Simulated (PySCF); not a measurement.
# C10H12N2S2: the cost of one run

The runs use PySCF 2.14.0, with density-fitted response routines of our own; the level of theory stands in each step. All values are computed, except where a source is named. Atoms count from 0, in the outputs and in this text.

## 1. The starting structure

26 atoms, charge 0, multiplicity 1; geometry from: GFN2-xTB.

Bonds of the start (Å): C0–C1 1.49, C1–C2 1.37, C2–C3 1.49, C2–N4 1.38, N4–C5 1.38, C5–C6 1.49, C5–C7 1.37, C7–C8 1.49, C7–C9 1.44, C9–S10 1.64, C9–N11 1.38, N11–C12 1.38, C12–S13 1.64, C12–C1 1.44, N11–N4 1.36, C0–H14 1.09, C0–H15 1.09, C0–H16 1.09, C3–H17 1.09, C3–H18 1.09, C3–H19 1.09, C6–H20 1.09, C6–H21 1.09, C6–H22 1.09, C8–H23 1.09, C8–H24 1.09, C8–H25 1.09.

## 2. Relaxing the molecule at PBE0-D3(BJ)/def2-SVP

Job settings and geometry (Å):

```
{"job": {"xc": "PBE0", "basis": "def2-SVP", "d3": "d3bj", "grid": 2, "kind": "geom"}, "charge": 0, "multiplicity": 1}
C      3.472450    -0.955080     0.393910
C      2.005150    -0.793180     0.224510
C      1.032010    -1.744420     0.097280
C      1.132250    -3.226020     0.089040
N     -0.173940    -1.092610    -0.036630
C     -1.520390    -1.329460    -0.196100
C     -2.074530    -2.704660    -0.279700
C     -2.149870    -0.117650    -0.253790
C     -3.593420     0.193670    -0.418390
C     -1.159220     0.916200    -0.123850
S     -1.368100     2.545660    -0.126950
N      0.039820     0.248510     0.006250
C      1.384650     0.502600     0.169470
S      2.087740     1.983750     0.272560
H      3.992200    -0.454060    -0.421250
H      3.760500    -2.001510     0.417600
H      3.787960    -0.479470     1.320150
H      0.554400    -3.657810     0.904830
H      2.170010    -3.522890     0.204870
H      0.758240    -3.634370    -0.849720
H     -1.857740    -3.265070     0.627530
H     -1.650670    -3.242160    -1.126650
H     -3.152000    -2.657760    -0.403570
H     -3.736190     0.804280    -1.309690
H     -4.191080    -0.708510    -0.504720
H     -3.940590     0.778890     0.431690
```

**Question.** How long does this first job take on 8 threads of Intel Xeon Platinum 8488C (Sapphire Rapids), shared host?

About 3.6 min.
